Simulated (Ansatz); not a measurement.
**CH6ClGeNO: small, medium and large basis sets**

One table from this session's results is given with a row withheld; the runs are named, their logs left out.

Program: Ansatz 0.2.0, Gaussian basis. Level of theory: one geometry, several basis sets. These are calculated values, not measurements.

The runs, in order: PBE0-D4/def2-SVP; ωB97M-V/def2-SVP; PBE0-D4/def2-QZVPP; ωB97M-V/def2-QZVPP; the functionals' def2-TZVPP values are taken from earlier runs.

## The geometry

All runs share one geometry, relaxed beforehand with PBE0-D4 in a triple-zeta def2 set.

SMILES `C[O][GeH]([NH2])[Cl]`, 11 atoms, charge 0, spin multiplicity 1.

Atoms are counted from 1 here; the program's logs count them from 0.

Bond lengths: C1–O2 1.413 Å, C1–H6 1.092 Å, C1–H7 1.097 Å, C1–H8 1.096 Å, O2–Ge3 1.762 Å, Ge3–N4 1.816 Å, Ge3–Cl5 2.149 Å, Ge3–H9 1.533 Å, N4–H10 1.011 Å, N4–H11 1.010 Å. Angles: O2–C1–H6 107.5°, O2–C1–H7 111.9°, O2–C1–H8 112.1°, H6–C1–H7 108.1°, H6–C1–H8 108.6°, H7–C1–H8 108.5°, C1–O2–Ge3 118.3°, O2–Ge3–N4 107.9°, O2–Ge3–Cl5 102.5°, O2–Ge3–H9 113.4°, N4–Ge3–Cl5 114.1°, N4–Ge3–H9 109.7°, Cl5–Ge3–H9 109.1°, Ge3–N4–H10 114.8°, Ge3–N4–H11 115.1°, H10–N4–H11 109.3°.

Set-up of the first run:

The input, in.yaml:

```yaml
crystal:
  periodic: [false, false, false]
  atoms:
    - {symbol: C, position_ang: [-0.841920, 0.750753, 1.401822]}
    - {symbol: O, position_ang: [-0.697721, 0.988428, 0.016332]}
    - {symbol: Ge, position_ang: [0.637536, 0.210425, -0.830066]}
    - {symbol: N, position_ang: [0.420762, -1.586233, -0.684607]}
    - {symbol: Cl, position_ang: [0.421089, 0.960373, -2.831963]}
    - {symbol: H, position_ang: [-1.755712, 1.251545, 1.727505]}
    - {symbol: H, position_ang: [-0.003084, 1.162888, 1.976966]}
    - {symbol: H, position_ang: [-0.927671, -0.317355, 1.629716]}
    - {symbol: H, position_ang: [2.015773, 0.609605, -0.290260]}
    - {symbol: H, position_ang: [-0.417859, -1.948542, -1.117319]}
    - {symbol: H, position_ang: [1.214109, -2.138988, -0.977526]}
basis:
  gaussian: {orbitals: def2-SVP}
hamiltonian: {xc: pbe0, dispersion: d4}
output: {orbitals: {seedname: orbitals}}
```

Started as:

```bash
> ansatz run in.yaml --threads 2 --pin off --events-out ev --progress --plain --max-ram 31744MiB --backend cpu
```

Steps of the session up to this table: PBE0-D4 in def2-SVP; ωB97M-V in def2-SVP; PBE0-D4 in def2-QZVPP; ωB97M-V in def2-QZVPP.

One of the session's tables, all rows but one given; the rest of the session is left out.

It belongs to the step «Density functionals: the series». 

| functional | basis | HOMO (eV) | LUMO (eV) |
| --- | --- | --- | --- |
| PBE0-D4 | def2-SVP | ? | ? |
| PBE0-D4 | def2-TZVPP | -7.99 | 0.28 |
| PBE0-D4 | def2-QZVPP | -8.04 | 0.08 |
| ωB97M-V | def2-SVP | -10.14 | 2.69 |
| ωB97M-V | def2-TZVPP | -10.35 | 2.02 |
| ωB97M-V | def2-QZVPP | -10.40 | 1.55 |

**Question.** Estimate the row for PBE0-D4, def2-SVP.

**Answer.** HOMO (eV): -7.81; LUMO (eV): 0.70. In the column «HOMO (eV)» it is the highest.
